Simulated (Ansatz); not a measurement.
# CH4AlFS: a ladder of functionals and wavefunction methods

An exercise on one series of results from a longer session: the logs are not shown, and one member is left open.

The runs use Ansatz 0.2.0, Gaussian basis; functionals in def2-TZVPP, the program's frozen cores in correlated methods.

Plan: PBE-D4, r2SCAN-D4, PBE0-D4, B3LYP-D4, ωB97X-V, ωB97M-V, B2PLYP; CCSD(T)/def2-TZVPP; CCSD(T)/def2-QZVPP; extrapolation to the limit.

## Structure used throughout

The geometry comes from an earlier relaxation with PBE0-D4 in a triple-zeta def2 set; it is a stationary point, not always the lowest conformer.

SMILES `[CH3][Al]([F])[SH]`, 8 atoms, charge 0, spin multiplicity 1.

Atoms are counted from 1 here; the program's logs count them from 0.

Bond lengths: C1–Al2 1.933 Å, C1–H5 1.094 Å, C1–H6 1.094 Å, C1–H7 1.092 Å, Al2–F3 1.652 Å, Al2–S4 2.177 Å, S4–H8 1.345 Å. Angles: Al2–C1–H5 110.8°, Al2–C1–H6 110.8°, Al2–C1–H7 111.7°, H5–C1–H6 107.0°, H5–C1–H7 108.2°, H6–C1–H7 108.2°, C1–Al2–F3 121.4°, C1–Al2–S4 122.7°, F3–Al2–S4 115.9°, Al2–S4–H8 92.4°.

The first run:

in.yaml

```yaml
crystal:
  periodic: [false, false, false]
  atoms:
    - {symbol: C, position_ang: [0.414945, 1.177009, -0.589456]}
    - {symbol: Al, position_ang: [0.015897, -0.407961, 0.442011]}
    - {symbol: F, position_ang: [0.766626, -0.709402, 1.882423]}
    - {symbol: S, position_ang: [-1.436319, -1.896349, -0.203539]}
    - {symbol: H, position_ang: [-0.481185, 1.789793, -0.722865]}
    - {symbol: H, position_ang: [0.771245, 0.911003, -1.588758]}
    - {symbol: H, position_ang: [1.178436, 1.790923, -0.107193]}
    - {symbol: H, position_ang: [-1.229644, -2.655016, 0.887377]}
basis:
  gaussian: {orbitals: def2-TZVPP}
hamiltonian: {xc: pbe, dispersion: d4}
output: {forces: true, orbitals: {seedname: orbitals}}
```

Run with:

```bash
ansatz run in.yaml --threads 2 --pin off --events-out ev --progress --plain --max-ram 32768MiB --backend cpu
```

Steps of the session up to this table: PBE-D4 (GGA); r2SCAN-D4 (meta-GGA); PBE0-D4 (hybrid); B3LYP-D4 (hybrid); ωB97X-V (range-separated); ωB97M-V (range-separated); B2PLYP (double hybrid); CCSD(T) in def2-TZVPP; CCSD(T) in def2-QZVPP.

One table of the session follows, with a row left open; its other results are not shown here.

```
            method  atomisation energy (kcal/mol)
            PBE-D4                          695.3
         r2SCAN-D4                          693.3
           PBE0-D4                          685.5
          B3LYP-D4                          685.6
           ωB97X-V                              ?
           ωB97M-V                          692.3
            B2PLYP                          681.4
     HF/def2-TZVPP                          519.1
    MP2/def2-TZVPP                          686.3
   CCSD/def2-TZVPP                          664.3
CCSD(T)/def2-TZVPP                          673.4
           MP2/CBS                          705.0
       CCSD(T)/CBS                          692.7
```

**Question.** Estimate the row for ωB97X-V.

As computed: atomisation energy (kcal/mol): 691.4. In the column «atomisation energy (kcal/mol)» it lies between MP2/def2-TZVPP (686.3) and ωB97M-V (692.3).
